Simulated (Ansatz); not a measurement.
# C₂H₆IIn: small, medium and large basis sets

How large a basis does C₂H₆IIn need? Two functionals are run in growing sets.

Program: Ansatz 0.2.0, Gaussian basis. Level of theory: one geometry, several basis sets. These are calculated values, not measurements.

Plan: PBE0-D4/def2-SVP; ωB97M-V/def2-SVP; PBE0-D4/def2-QZVPP; ωB97M-V/def2-QZVPP; the functionals' def2-TZVPP values are taken from earlier runs.

## (1) The geometry

An earlier PBE0-D4 in a triple-zeta def2 set relaxation fixed the geometry. In, I take the def2 core potential; no spin-orbit term is included.

SMILES `[CH3][In]([CH3])[I]`, 10 atoms, charge 0, spin multiplicity 1.

Atoms are counted from 1 here; the program's logs count them from 0.

Bond lengths: C1–In2 2.139 Å, C1–H5 1.090 Å, C1–H6 1.090 Å, C1–H7 1.092 Å, In2–C3 2.139 Å, In2–I4 2.705 Å, C3–H8 1.091 Å, C3–H9 1.090 Å, C3–H10 1.090 Å. Angles: In2–C1–H5 111.7°, In2–C1–H6 109.0°, In2–C1–H7 108.7°, H5–C1–H6 109.9°, H5–C1–H7 109.2°, H6–C1–H7 108.4°, C1–In2–C3 136.7°, C1–In2–I4 111.7°, C3–In2–I4 111.6°, In2–C3–H8 108.6°, In2–C3–H9 108.9°, In2–C3–H10 111.7°, H8–C3–H9 108.3°, H8–C3–H10 109.2°, H9–C3–H10 109.9°.

## (2) PBE0-D4 in def2-SVP

Input file in.yaml:

```yaml
crystal:
  periodic: [false, false, false]
  atoms:
    - {symbol: C, position_ang: [-0.587474, 1.811348, -0.653023]}
    - {symbol: In, position_ang: [-0.265711, -0.259185, -0.220933]}
    - {symbol: C, position_ang: [1.073365, -1.406116, 0.990946]}
    - {symbol: I, position_ang: [-2.029850, -1.840449, -1.526763]}
    - {symbol: H, position_ang: [0.261594, 2.422621, -0.347810]}
    - {symbol: H, position_ang: [-0.763206, 1.926955, -1.722522]}
    - {symbol: H, position_ang: [-1.479585, 2.144717, -0.119682]}
    - {symbol: H, position_ang: [0.525224, -1.782156, 1.856617]}
    - {symbol: H, position_ang: [1.429842, -2.259263, 0.413599]}
    - {symbol: H, position_ang: [1.919002, -0.809572, 1.332571]}
basis:
  gaussian: {orbitals: def2-SVP}
hamiltonian: {xc: pbe0, dispersion: d4}
output: {orbitals: {seedname: orbitals}}
```

Command:

```bash
$ ansatz run in.yaml --threads 4 --pin off --events-out ev --progress --plain --max-ram 10444MiB
```

The runs that follow: ωB97M-V in def2-SVP; PBE0-D4 in def2-QZVPP; ωB97M-V in def2-QZVPP.

**Question.** What will the summary of the whole plan be? Wanted: PBE0-D4: double and triple zeta above quadruple; ωB97M-V: double and triple zeta above quadruple.

**Answer**, as computed:

| quantity | value |
| --- | --- |
| PBE0-D4: double and triple zeta above quadruple | 3.16, 0.20 eV |
| ωB97M-V: double and triple zeta above quadruple | 3.36, 0.20 eV |

In words: For PBE0-D4 the step from double to triple zeta gains 2.96 eV and the next only 0.20 eV. These are total energies; as a rule much of such shifts cancels in differences, which this series doesn't test.
